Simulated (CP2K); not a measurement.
## Rh: work function with PBE

The system is Rh, a slab with vacuum.

```xyz
6
Lattice="2.6892 0.0000 0.0000 0.0000 2.6892 0.0000 0.0000 0.0000 24.5078" Properties=species:S:1:pos:R:3 pbc="T T T"
Rh    1.3446    1.3446    7.5000
Rh    0.0000    0.0000    9.4015
Rh    1.3446    1.3446   11.3031
Rh    0.0000    0.0000   13.2047
Rh    1.3446    1.3446   15.1062
Rh    0.0000    0.0000   17.0078
```

The cell isn't the ideal one: the (1 0 0) slab of Rh, cut from the database cell, not relaxed.

| Property | Result |
| --- | --- |
| Program | CP2K 2026.2 |
| Task | work function |
| Functional | PBE |
| Potentials or basis | POTENTIAL_UZH Rh GTH-PBE-q17; TZVP-MOLOPT-PBE-GTH basis |
| Density cutoff | 6123 eV |
| k mesh | 10 × 10 × 1 |
| Occupations | fermi-dirac, width 0.05 eV |
| Spin | no spin polarisation |
| SCF solver | diagonalisation with k points |
| Quickstep method | GPW |
| EPS_DEFAULT | 1.0E-10 |
| EPS_SCF | 1.0E-6 |
| MAX_SCF | 100 |
| SCF_GUESS | ATOMIC |
| k points reduced by the point group | yes |
| Mesh centred on Gamma | yes |
| CHOLESKY | OFF |
| EPS_EIGVAL | 1.0E-7 |
| MIXING METHOD | BROYDEN_MIXING |
| MIXING ALPHA | 0.2 |
| NBUFFER | 8 |
| NGRIDS | 4 |
| Basis sets | Rh TZVP-MOLOPT-PBE-GTH-q17 |
| Potentials | Rh GTH-PBE-q17 of POTENTIAL_UZH |
| ADDED_MOS | [36] |
| MPI ranks | 2 |
| REL_CUTOFF (Ry) | 60 Ry |
| MIXING BETA (1/bohr) | 1.5 1/bohr |
| CUTOFF of the grids | 450 Ry |

```
Largest force                   : 0.582 eV/Å
Band gap on the k mesh          : none (metal or under the smearing width)
Work function                   : 5.18 eV
Work function of the upper face : 5.18 eV
Work function of the lower face : 5.18 eV
```

Forces on the atoms (eV/Å):
```
Rh   0.000  0.000  0.292
Rh   0.000  0.000 -0.582
Rh   0.000  0.000 -0.226
Rh   0.000  0.000  0.226
Rh   0.000  0.000  0.582
Rh   0.000  0.000 -0.292
```

Levels at points of the mesh, in eV from the Fermi level:
```csv
k point,band 48,band 49,band 50,band 51,band 52,band 53
"(0.00, 0.00, 0.00)",-0.61,-0.55,-0.55,-0.21,0.03,0.20
"(0.00, 0.50, 0.00)",-0.59,0.00,0.00,0.12,0.12,0.50
"(0.50, 0.50, 0.00)",0.40,0.97,0.97,1.02,1.02,1.54
```

Run time: 3 min on 2 MPI ranks on Arm Neoverse V1, on a shared host.

Caveat: the basis of atomic orbitals isn't converged, which shifts pressures, moduli and gaps.
